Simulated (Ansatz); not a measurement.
# B4C3: what a guessed cell relaxes into, part 3 of 3

The task: take a trial cell of B4C3 to zero force and stress.

Ansatz 0.2.0; DFT PBE, scalar-relativistic, plane waves, PAW.

### Step 5. Full relaxation

The end of the coarse run is made exact in the group found at a tolerance of 0.06 Å and reduced to its primitive cell.

input.yaml reads:

```yaml
crystal:
  lattice:
    - [0.0, 3.5370477321, 3.5370477321]
    - [3.5370477321, 0.0, 3.5370477321]
    - [3.5370477321, 3.5370477321, 0.0]
  atoms:
    - { symbol: B, position: [0.3617771627, 0.9146685119, 0.3617771627] }
    - { symbol: B, position: [0.8882228373, 0.8882228373, 0.8882228373] }
    - { symbol: B, position: [0.9146685119, 0.3617771627, 0.3617771627] }
    - { symbol: B, position: [0.8882228373, 0.8882228373, 0.3353314881] }
    - { symbol: B, position: [0.8882228373, 0.3353314881, 0.8882228373] }
    - { symbol: B, position: [0.3617771627, 0.3617771627, 0.9146685119] }
    - { symbol: B, position: [0.3353314881, 0.8882228373, 0.8882228373] }
    - { symbol: B, position: [0.3617771627, 0.3617771627, 0.3617771627] }
    - { symbol: C, position: [0.75, 0.75, 0.75] }
    - { symbol: C, position: [0.5, 0.5, 0.5] }
    - { symbol: C, position: [0.625, 0.125, 0.125] }
    - { symbol: C, position: [0.125, 0.125, 0.625] }
    - { symbol: C, position: [0.125, 0.625, 0.125] }
    - { symbol: C, position: [0.125, 0.125, 0.125] }
basis:
  ecutwfc: 420
kpoints:
  mp_grid: { grid: [8, 8, 8] }
hamiltonian:
  xc: pbe
scf:
  occupations: { method: gaussian, width: 0.02 }
output:
  forces: true
  stress: true
  eigenvalues: true
  write_density: true
  write_potential: true
  elf: true
  volumetric_format: npy
relax:
  adjacent_minimum: "off"
  f_tol: 0.01
  max_steps: 80
  cell: { stress_tol: 0.05 }
```

Launch:

```bash
$ ansatz run input.yaml --threads 1 --pin off --max-ram 2560MiB --backend cpu --events-out ev --progress --plain --runs-dir out
```

Log:

```text
Warning: RAYON_NUM_THREADS=1 ignored (pool sized by the plan → 1); use --threads N
Engine: ansatz 0.2.0, x86_64-unknown-linux-gnu
Pseudopotentials: kind: paw
Pseudopotential: B, paw, valence charge 3, recommended cutoff 420 eV (normal), B.paw.azcp
Pseudopotential: C, paw, valence charge 4, recommended cutoff 420 eV (normal), C.paw.azcp
Functional definition: PBE
  parameter kappa = 0.804
  parameter beta = 0.06672455060314922
  exchange = pbe_x(kappa = kappa, mu = beta*pi^2/3)
  correlation = pbe_c(beta = beta)
Crystal: 14 atoms, lattice volume = 88.502 Å³
Basis set: ecut = 420 eV, 1759 PW (Γ), exchange–correlation on 72×72×72 points (8 copies of the dense FFT grid, shifted against one another)
Bands: 38, of which v1, the nominal top of the filled ones, is band 24 counted from 1 (23 counted from 0)
Symmetry: 48 space group operations
Space group: Fd-3m (ITA 227), of the structure as read, at distance tolerance 4.5e-5 Å
k-points: 29 of 512
Non-local potential: B, projectors of the file, l = 0: 2, l = 1: 2, l = 2: 1
Non-local potential: C, projectors of the file, l = 0: 2, l = 1: 2, l = 2: 1
PAW form: soft (Blöchl's): semilocal exchange-correlation on the pseudo side does not see the compensation charge
PAW one-centre angular grid: B, 110 points (default); XC on 64 Gauss nodes
PAW one-centre angular grid: C, 110 points (default); XC on 64 Gauss nodes
Initial density: superposition of atomic densities (neutral atoms: chi_scale 0, normalization atom), corrected by the library's trained network
Initial wavefunctions: pseudopotential atomic-orbital guess
Functional: x = pbe(κ = 0.804, μ = 0.2195149727645171), c = pbe(β = 0.06672455060314922)
SCF iter   1: F=—  HF=-2745.929659 eV  |F-HF|=—  |Δ(HF+E_count)|=         —  Δρ=1.07e-2  dr2=1.34e-1  ethr=1.77e-3  ⟨swp⟩=6.0  Hψ=4983  notcnv=0  defer=61
preconditioner: auto → none  [insulator: Δε(μ)=1.038 eV  Ē_g=13.541 eV  σ=0.020 eV  W_gap=1.00  n_scr=14 (ndim 8)  ℏωp=27.3 eV  f_vac=0.000  D(μ)=0.00/eV (n_scr^D=0)  ε∞_Penn≈5.1]
SCF iter   2: F=—  HF=-2745.895373 eV  |F-HF|=—  |Δ(HF+E_count)|=   3.43e-2  Δρ=1.77e-3  dr2=1.59e-3  ethr=2.79e-4  ⟨swp⟩=2.9  Hψ=2166  notcnv=0  defer=204
SCF iter   3: F=—  HF=-2745.896344 eV  |F-HF|=—  |Δ(HF+E_count)|=   9.71e-4  Δρ=8.42e-4  dr2=3.19e-4  ethr=3.31e-6  ⟨swp⟩=2.0  Hψ=1529  notcnv=0  defer=204
SCF iter   4: F=—  HF=-2745.896702 eV  |F-HF|=—  |Δ(HF+E_count)|=   3.58e-4  Δρ=7.21e-5  dr2=2.34e-6  ethr=6.64e-7  ⟨swp⟩=2.5  Hψ=1568  notcnv=0  defer=204
SCF iter   5: F=—  HF=-2745.896718 eV  |F-HF|=—  |Δ(HF+E_count)|=   1.65e-5  Δρ=1.04e-5  dr2=4.73e-8  ethr=4.87e-9  ⟨swp⟩=2.0  Hψ=1555  notcnv=0  defer=204
SCF iter   6: F=-2745.896718 eV  HF=-2745.896718 eV  |F-HF|=3.56e-10  |Δ(HF+E_count)|=   3.12e-8  Δρ=1.16e-6  dr2=6.32e-10  ethr=9.86e-11  ⟨swp⟩=11.9  Hψ=7348  notcnv=0
SCF 1 converged in 6 iterations: F = -2745.896718 eV  dr2 = 6.32e-10
relax step   1: F+E_penalty+E_count = -2745.89671818 eV  Δ(F+E_penalty+E_count) = +0.000e0 eV  max|allowed force component| = 7.109e-4 eV/Å  Δτ_max = 0.0000 Å  P = +0.100 GPa  Ω = 88.502 Å³  (6 SCF iters, dr2 threshold 1.00e-7 eV, accepted)
Crystal: 14 atoms, lattice volume = 88.518 Å³
Initial density: handed on by an earlier stage of this run
Initial wavefunctions: those handed on with the density
iter 1 solved again at ethr=3.31e-9 eV; its pass at ethr=3.10e-3 eV (dr2=1.59e-6 eV) is discarded
SCF iter   1: F=—  HF=-2745.896648 eV  |F-HF|=—  |Δ(HF+E_count)|=         —  Δρ=3.96e-5  dr2=1.52e-6  ethr=3.31e-9  ⟨swp⟩=1.9  Hψ=3400  notcnv=0
preconditioner: auto → none  [insulator: Δε(μ)=0.926 eV  Ē_g=13.510 eV  σ=0.020 eV  W_gap=1.00  n_scr=14 (ndim 8)  ℏωp=27.3 eV  f_vac=0.000  D(μ)=0.00/eV (n_scr^D=0)  ε∞_Penn≈5.1]
SCF iter   2: F=—  HF=-2745.896657 eV  |F-HF|=—  |Δ(HF+E_count)|=   8.14e-6  Δρ=1.09e-5  dr2=9.52e-8  ethr=3.16e-9  ⟨swp⟩=2.2  Hψ=1624  notcnv=0
iter 3 did not close the SCF: its close was put off for the readings that it lacked (scf_convergence_deferred on its scf_iter line)
SCF iter   3: F=-2745.896656 eV  HF=-2745.896656 eV  |F-HF|=4.09e-10  |Δ(HF+E_count)|=   1.63e-8  Δρ=3.17e-6  dr2=7.03e-9  ethr=1.98e-10  ⟨swp⟩=2.5  Hψ=1759  notcnv=0
iter 4 did not close the SCF: its close was put off for the readings that it lacked (scf_convergence_deferred on its scf_iter line)
SCF iter   4: F=-2745.896656 eV  HF=-2745.896656 eV  |F-HF|=5.50e-11  |Δ(HF+E_count)|=  6.41e-11  Δρ=4.91e-7  dr2=1.89e-10  ethr=1.46e-11  ⟨swp⟩=2.4  Hψ=1797  notcnv=0
iter 5 did not close the SCF: its close was put off for the readings that it lacked (scf_convergence_deferred on its scf_iter line)
SCF iter   5: F=-2745.896656 eV  HF=-2745.896656 eV  |F-HF|=5.91e-12  |Δ(HF+E_count)|=  1.59e-11  Δρ=1.52e-7  dr2=7.21e-12  ethr=1.00e-12  ⟨swp⟩=2.4  Hψ=1504  notcnv=0
SCF iter   6: F=-2745.896656 eV  HF=-2745.896656 eV  |F-HF|=4.55e-13  |Δ(HF+E_count)|=  6.82e-12  Δρ=1.41e-8  dr2=1.05e-13  ethr=1.00e-12  ⟨swp⟩=4.0  Hψ=4231  notcnv=0
SCF 2 converged in 6 iterations: F = -2745.896656 eV  dr2 = 1.05e-13
relax step   2: F+E_penalty+E_count = -2745.89665648 eV  Δ(F+E_penalty+E_count) = +6.170e-5 eV  max|allowed force component| = 8.071e-4 eV/Å  Δτ_max = 0.0000 Å  P = +0.044 GPa  Ω = 88.518 Å³  energy of the carried Pulay correction = -6.879e-5 eV  (6 SCF iters, accepted)
Initial wavefunctions: pseudopotential atomic-orbital guess (no wavefunctions were taken with the density)
iter 1 solved again at ethr=3.18e-8 eV; its pass at ethr=3.10e-3 eV (dr2=1.53e-5 eV) is discarded
SCF iter   1: F=—  HF=-2745.896646 eV  |F-HF|=—  |Δ(HF+E_count)|=         —  Δρ=2.55e-7  dr2=3.97e-11  ethr=3.18e-8  ⟨swp⟩=3.7  Hψ=8513  notcnv=0
eigensolver tolerance schedule: the retry pair's looser diagonalisation over-reported the residual by 384489.46 of it (diagonalisation noise at an unbounded share of the residual, at the tolerance the schedule requests for it); recorded, not acted on — ethr = c·dr2/N_el stays at c = 1.0e-1
preconditioner: auto → none  [insulator: Δε(μ)=0.927 eV  Ē_g=13.510 eV  σ=0.020 eV  W_gap=1.00  n_scr=14 (ndim 8)  ℏωp=27.3 eV  f_vac=0.000  D(μ)=0.00/eV (n_scr^D=0)  ε∞_Penn≈5.1]
SCF iter   2: F=—  HF=-2745.896656 eV  |F-HF|=—  |Δ(HF+E_count)|=   1.05e-5  Δρ=2.00e-7  dr2=3.03e-11  ethr=1.00e-12  ⟨swp⟩=3.0  Hψ=2150  notcnv=0
iter 3 did not close the SCF: its close was put off for the readings that it lacked (scf_convergence_deferred on its scf_iter line)
SCF iter   3: F=-2745.896656 eV  HF=-2745.896656 eV  |F-HF|=4.09e-12  |Δ(HF+E_count)|=  5.91e-12  Δρ=1.03e-7  dr2=7.09e-12  ethr=1.00e-12  ⟨swp⟩=1.0  Hψ=1102  notcnv=0
iter 4 did not close the SCF: its close was put off for the readings that it lacked (scf_convergence_deferred on its scf_iter line)
SCF iter   4: F=-2745.896656 eV  HF=-2745.896656 eV  |F-HF|=2.27e-12  |Δ(HF+E_count)|=  9.09e-13  Δρ=6.04e-8  dr2=2.33e-12  ethr=1.00e-12  ⟨swp⟩=1.0  Hψ=1102  notcnv=0
iter 5 did not close the SCF: its close was put off for the readings that it lacked (scf_convergence_deferred on its scf_iter line)
SCF iter   5: F=-2745.896656 eV  HF=-2745.896656 eV  |F-HF|=4.55e-13  |Δ(HF+E_count)|=  9.09e-13  Δρ=8.53e-9  dr2=3.01e-14  ethr=1.00e-12  ⟨swp⟩=1.0  Hψ=1102  notcnv=0
iter 6 did not close the SCF: its close was put off for the readings that it lacked (scf_convergence_deferred on its scf_iter line)
SCF iter   6: F=-2745.896656 eV  HF=-2745.896656 eV  |F-HF|=9.09e-13  |Δ(HF+E_count)|=  4.55e-13  Δρ=1.06e-8  dr2=7.90e-14  ethr=1.00e-12  ⟨swp⟩=1.0  Hψ=1102  notcnv=0  recentre
SCF iter   7: F=-2745.896656 eV  HF=-2745.896656 eV  |F-HF|=0.00e0  |Δ(HF+E_count)|=  9.09e-13  Δρ=4.47e-9  dr2=1.12e-14  ethr=1.00e-12  ⟨swp⟩=2.5  Hψ=3088  notcnv=0
SCF 3 converged in 7 iterations: F = -2745.896656 eV  dr2 = 1.12e-14
relax step   3: F+E_penalty+E_count = -2745.89665648 eV  Δ(F+E_penalty+E_count) = +0.000e0 eV  max|allowed force component| = 8.071e-4 eV/Å  Δτ_max = 0.0000 Å  P = +0.044 GPa  Ω = 88.518 Å³  stress off target by 4.45e-2 GPa  SCF on the basis re-selected at this cell (its energy is not comparable with the rows above)  (7 SCF iters)
basis re-selected at this cell: Δ(F+E_penalty+E_count) = +0.000e0 eV, ΔP = +0.001 GPa vs the last step (what re-selecting the basis moved, of the pressure what is left beyond the Pulay correction that the steps carried, after the strain that the cell walked since its last selection, with what the two solves' SCF thresholds leave and, on support functions, any second-order correction that the steps lacked; it is no measure of the basis error at this ecutwfc). This SCF's stress stands 4.45e-2 GPa from its target on what of the cell is left free (relax.cell.stress_tol is 5.00e-2 GPa) and its largest allowed force component is 8.07e-4 eV/Å (relax.f_tol is 1.00e-2 eV/Å): within both
SCF converged after 7 iterations
Free energy (F): -2745.896656 eV
Harris-Foulkes:  -2745.896656 eV  (|F-HF|=0.00e0)
Internal energy: -2745.896656 eV  (E = F + TS)
E sigma→0 (E₀):  -2745.896656 eV
Fermi energy:    12.735303 eV
--- Per-component energies (eV) ---
  E_band       = 190.071244
  E_kinetic    = 943.026403
  E_local      = -599.087399  (includes V_loc(G=0)·N_el)
  E_nonlocal   = 252.083631
  E_hartree    = 162.297522
  E_xc         = -550.089815
  E_vxc        = -669.335897  (∫ρ·V_xc dr)
  E_paw        = -1223.697841  (= ΣΔE_a)
  E_vpaw       = -61.210568  (= ΣTr[D̂ρ^β])
  E_aug_tail   = 0.000028  (compensation charges beyond the density's cutoff)
  E_ewald      = -1730.429186
  E_smearing   = -0.000000  (= −TS)
  E_closure    = 0.000000  (closes the sum)
  Σ components = -2745.896656   (vs F -2745.896656, Δ=0.00e0)
--- Forces (eV/Å), atoms counted from 1 ---
  atom   1  B     -0.00080709     0.00080709    -0.00080709
  atom   2  B     -0.00080709    -0.00080709    -0.00080709
  atom   3  B      0.00080709    -0.00080709    -0.00080709
  atom   4  B      0.00080709     0.00080709    -0.00080709
  atom   5  B      0.00080709    -0.00080709     0.00080709
  atom   6  B     -0.00080709    -0.00080709     0.00080709
  atom   7  B     -0.00080709     0.00080709     0.00080709
  atom   8  B      0.00080709     0.00080709     0.00080709
  atom   9  C      0.00000000    -0.00000000    -0.00000000
  atom  10  C      0.00000000     0.00000000     0.00000000
  atom  11  C     -0.00000000    -0.00000000     0.00000000
  atom  12  C     -0.00000000     0.00000000     0.00000000
  atom  13  C     -0.00000000     0.00000000    -0.00000000
  atom  14  C     -0.00000000     0.00000000    -0.00000000
  max |Σ_I F_I| component: 6.59e-17 eV/Å
--- Stress (GPa, compression-positive) ---
        0.044490      -0.000000       0.000000
       -0.000000       0.044490       0.000000
        0.000000      -0.000000       0.044490
  P = ⅓ Tr σ = 0.0445 GPa (0.445 kbar)
--- Band table (eV; the first three rows and the last of 29) ---
  k-point 0: bands = ["-7.5600", "-1.7394", "-1.5354", "-1.5354", "-1.5354", "-1.0458", "0.5855", "1.3978", "1.3978", "1.3978", "2.7001", "2.7001", "5.5262", "5.5262", "5.5262", "7.6616", "7.6616", "7.6616", "8.9937", "8.9937", "8.9937", "12.2720", "12.2720", "12.2720", "15.5513", "15.8342", "15.8342", "15.8342", "16.5452", "16.5452", "17.7052", "17.7052", "17.7052", "18.0613", "18.0613", "18.0613", "21.1407", "21.1407"]
  k-point 1: bands = ["-7.4677", "-2.6961", "-1.5963", "-1.5963", "-1.2911", "-0.6463", "0.4707", "1.5323", "1.5323", "1.9964", "2.6015", "2.6015", "5.8558", "5.8911", "5.8911", "7.2240", "7.5962", "7.5962", "8.7179", "8.7179", "9.0264", "11.7438", "12.0247", "12.0247", "15.5839", "15.6778", "15.6778", "15.9593", "16.7065", "16.7065", "17.7491", "17.7933", "17.7933", "17.9417", "17.9417", "17.9597", "20.6712", "21.1613"]
  k-point 2: bands = ["-7.2012", "-3.7485", "-1.7239", "-1.7239", "-1.6191", "-0.0018", "0.4969", "1.6207", "1.6207", "2.7760", "2.7760", "3.3038", "6.0757", "6.7198", "6.7198", "6.8487", "7.0174", "7.0174", "8.5040", "8.5040", "9.1081", "10.4396", "11.4275", "11.4275", "14.8064", "15.1758", "15.1758", "16.6599", "16.7941", "16.7941", "17.1282", "17.3798", "17.3798", "18.5385", "18.5385", "18.9544", "19.7437", "20.9020"]
  k-point 28: bands = ["-5.6709", "-5.6709", "-3.1148", "-3.1148", "-0.3755", "-0.3755", "1.3853", "1.3853", "4.2240", "4.2240", "4.6630", "4.6630", "5.2001", "5.2001", "7.0009", "7.0009", "7.8249", "7.8249", "8.0846", "8.0846", "8.8588", "8.8588", "8.9254", "8.9254", "13.9370", "13.9370", "14.4956", "14.4956", "16.5550", "16.5550", "16.9370", "16.9370", "19.6683", "19.6683", "19.9278", "19.9278", "21.1609", "21.1609"]
--- Relaxed structure (2 steps of the walk, 2 accepted, 1 SCFs on fresh bases) ---
  F+E_penalty+E_count = -2745.89665648 eV   max|allowed force component| = 8.071e-4 eV/Å   (the final SCF, on the basis selected at the relaxed cell)
  cell:  # Å, volume = 88.5181 Å³
    - [7.961518801399359e-37, 3.5372631556902037, 3.5372631556902037]
    - [3.5372631556902037, 0.0, 3.5372631556902037]
    - [3.5372631556902037, 3.5372631556902037, 0.0]
  atoms:
    - { symbol: B, position: [0.3617758025748722, 0.9146725922753837, 0.3617758025748721] }
    - { symbol: B, position: [0.8882241974251279, 0.8882241974251279, 0.8882241974251279] }
    - { symbol: B, position: [0.9146725922753837, 0.3617758025748722, 0.3617758025748721] }
    - { symbol: B, position: [0.8882241974251279, 0.8882241974251279, 0.33532740772461644] }
    - { symbol: B, position: [0.8882241974251279, 0.33532740772461644, 0.8882241974251278] }
    - { symbol: B, position: [0.3617758025748722, 0.3617758025748722, 0.9146725922753837] }
    - { symbol: B, position: [0.33532740772461644, 0.8882241974251279, 0.8882241974251278] }
    - { symbol: B, position: [0.3617758025748722, 0.3617758025748722, 0.3617758025748722] }
    - { symbol: C, position: [0.7500000000000001, 0.7500000000000001, 0.7500000000000001] }
    - { symbol: C, position: [0.5, 0.5, 0.5] }
    - { symbol: C, position: [0.6250000000000001, 0.125, 0.12499999999999994] }
    - { symbol: C, position: [0.125, 0.125, 0.6250000000000001] }
    - { symbol: C, position: [0.125, 0.6250000000000001, 0.12499999999999994] }
    - { symbol: C, position: [0.125, 0.125, 0.125] }
```

Run time: 47 s. Hardware: 1 thread of Intel Xeon at 2.50GHz (Skylake/Cascade Lake), shared host; peak memory 0.42 GiB.

Relaxation path:

```
step  energy from step 1 (eV/cell)  largest force component (eV/Å)  pressure (GPa)  volume (Å³)
   1                        0.0000                          0.0007            0.10        88.50
   2                        0.0001                          0.0008            0.04        88.52
   3                        0.0001                          0.0008            0.04        88.52
```

Step 1 is the start. Step 3 repeats the geometry before it on a plane-wave basis chosen anew for that cell, so its energy need not be comparable with the rows above.

|  | before | after | change |
| --- | --- | --- | --- |
| a (Å) | 5.002 | 5.002 | 0.0 % |
| b (Å) | 5.002 | 5.002 | 0.0 % |
| c (Å) | 5.002 | 5.002 | 0.0 % |
| volume (Å³/atom) | 6.32 | 6.32 | 0.0 % |
| shortest distance (Å) | 1.680 | 1.680 | 0.0 % |
| space group (0.01 Å) | Fd-3m | Fd-3m | same |

The run keeps the 48 symmetry operations of the start, so it could not have lowered the symmetry.

Density in a lattice plane of the grid's cell (edges 5.00 and 5.00 Å, at 0.335 of the third edge), which holds B.

Ten even steps from '0' (0.15 e/Å³) to '9' (0.83 e/Å³):
```
755557864468765556775567
654334665357653334664246
642212356777642112355435
642100135788742100124667
752100013578753100012577
753100002467864200001356
664310001357886321001245
666532222357998643212345
677655444567999875444456
777777766778899987776677
876678876788877777887678
876556764478765445687536
675445664347753222457533
775433456667642101135666
875433345788752100012578
876433334578753100001357
776543334457764310001245
677655555566776532212345
677777766777776655444455
666678876788766667766677
```
Columns run along the first of these edges and rows up along the second, over one cell in 24 and 20 even steps from the bottom left corner. Atoms in the plane (fractional): B at (0.91, 0.36), B at (0.89, 0.89), B at (0.36, 0.91), B at (0.36, 0.36).

ELF in the same plane.

Ten even steps from ' ' (0.01) to '@' (0.86):
```
%%##########**::    ::++%%########%%**--    ::**
++****++++****--..    ::******++++****--      ::
::====----==++++==::::--==++==------==--..      
------::....--==**########**==::....::----::::::
**++--::    ..--++%%@@@@@@%%++--..  ..::--++**##
%%##++--..    ::==##%%@@@@@@##==::..  ..::++##%%
%%##**++--::..::==**##%%%%%%%%**==::....::==**##
######**++==--==++**##%%##########**==----++**##
############**++**%%%%%%%%####%%%%%%##**++**####
%%######%%%%**++**%%@@@@@@%%##%%@@@@@@##++++##%%
####******##**--::==##@@@@@@%%%%%%@@@@%%==::::++
==++++==++++==::    --##@@%%######%%@@%%==    ..
..--==--------::      --**##**++==++**##==..    
..::----::::----::....--++++==--::::--==++==::..
++====--::::::----==++******==::..  ..::==++****
##**++--::::::::--==**##%%##++--..    ..--++##%%
####++==--::::::----++**####**++--......::==**##
####**++++==------==++**######**++==--::--++**##
########****==----==**############**++----++####
%%######%%##++::..::++##%%######%%%%**--::--**%%
```
Columns run along the first of these edges and rows up along the second, over one cell in 24 and 20 even steps from the bottom left corner. Atoms in the plane (fractional): B at (0.91, 0.36), B at (0.89, 0.89), B at (0.36, 0.91), B at (0.36, 0.36).

Both are smooth fields of the valence electrons: close to the nuclei they are not physical.

Outside the cores ELF peaks at 0.94 on the B–C line, 0.8 Å from B.

### Step 6. Outcome

What follows sums up all 3 parts. Changes of volume or cell count from the first structure of part 1.

| quantity | value |
| --- | --- |
| symmetry at the end (tolerance 0.02 Å) | space group Fd-3m (No. 227) |
| conventional cell | a = 7.075 Å, b = 7.075 Å, c = 7.075 Å, α = 90.00°, β = 90.00°, γ = 90.00° |
| volume | 6.32 Å³/atom |
| energy over the elements | +0.51 eV/atom |
| gap on the mesh | 0.93 eV |

In words: The symmetry goes from space group I4_1/amd (No. 141) to space group Fd-3m (No. 227), and the volume per atom grows by 12.1 % from the first guess. The formation energy is positive, so the separate elements lie lower. No finished test with a distortion of lower symmetry is shown, so the end may be a saddle point. Other magnetic orders were not searched.
